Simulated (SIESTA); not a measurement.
**Pd in SIESTA: convergence with real-space mesh cutoff**

Input of the first run (real-space mesh cutoff 100 Ry); the others differ in this setting and in those tied to it:

File Pd.fdf:

```
SystemName                      Pd
SystemLabel                     Pd
NumberOfSpecies                 1
NumberOfAtoms                   5
%block ChemicalSpeciesLabel
  1  46 Pd
%endblock ChemicalSpeciesLabel

LatticeConstant                 1.0 Ang
%block LatticeVectors
     2.7505039575     0.0000000000     0.0000000000
    -1.3752519787     2.3820063004     0.0000000000
     0.0000000000     0.0000000000    23.9831083084
%endblock LatticeVectors
AtomicCoordinatesFormat         Fractional
%block AtomicCoordinatesAndAtomicSpecies
     0.6666666667     0.3333333333     0.3127200988  1  Pd
     0.3333333333     0.6666666667     0.4063600494  1  Pd
     0.0000000000     0.0000000000     0.5000000000  1  Pd
     0.6666666667     0.3333333333     0.5936399506  1  Pd
     0.3333333333     0.6666666667     0.6872799012  1  Pd
%endblock AtomicCoordinatesAndAtomicSpecies

%block kgrid.MonkhorstPack
    8   0   0  0.0
    0   8   0  0.0
    0   0   1  0.0
%endblock kgrid.MonkhorstPack
XC.Functional                   LDA
XC.Authors                      PW92
PAO.BasisSize                   DZP
PAO.EnergyShift                 0.003 Ry
Mesh.Cutoff                     100 Ry
OccupationFunction              FD
ElectronicTemperature           0.05 eV
Slab.DipoleCorrection           vacuum
MaxSCFIterations                120
SCF.MustConverge                false
SCF.Mixer.Method                Pulay
SCF.Mixer.Weight                0.25
SCF.Mixer.History               8
SCF.DM.Tolerance                5.0e-05
SCF.H.Tolerance                 1.0e-03 eV
WriteForces                     true
Charge.Mulliken                 end
%block PAO.Basis
  Pd 5
  n=4 0 2
    2.827 0.000
  n=5 0 2
    8.463 0.000
  n=4 1 2
    3.241 0.000
  n=5 1 1
    8.463
  n=4 2 2
    5.842 0.000
%endblock PAO.Basis
```

Potentials or basis: PseudoDojo 0.4 standard (LDA files), DZP (energy shift 0.003 Ry; two zetas on semicore shells).

Run with:

```bash
$ siesta < Pd.fdf > Pd.out 2>&1
```

Hardware: 1 thread of Arm Neoverse V2, with other jobs on the host.

Problem. The values tried are 100 Ry, 150 Ry, 200 Ry, 300 Ry, 400 Ry, 500 Ry, 700 Ry, 900 Ry, 1200 Ry, loosest first. From which on does the largest force stay within 0.005 eV/Å of the tightest run that finished?

Solution. From 150 Ry on.

```
real-space mesh cutoff  energy less the tightest run, at zero smearing (meV/atom)  largest force (eV/Å)  SCF cycles  CPU time (s)  peak memory (GiB)
                100 Ry                                                       0.66                 0.170          15            16               0.17
                150 Ry                                                      -0.08                 0.183          15            19               0.18
                200 Ry                                                      -0.05                 0.185          15            28               0.21
                300 Ry                                                       0.01                 0.184          15            42               0.26
                400 Ry                                                       0.00                 0.185          15            49               0.29
                500 Ry                                                       0.01                 0.184          15            69               0.36
                700 Ry                                                       0.00                 0.185          15            96               0.46
                900 Ry                                                      -0.01                 0.185          15           150               0.68
               1200 Ry                                                       0.00                 0.185          15           180               0.78
```

Against the tightest run, the energy stays within 1 meV/atom from 100 Ry on. Values are those asked for, which the program may round to a finer grid. The tightest run that finished is the yardstick and may itself not be fully converged.
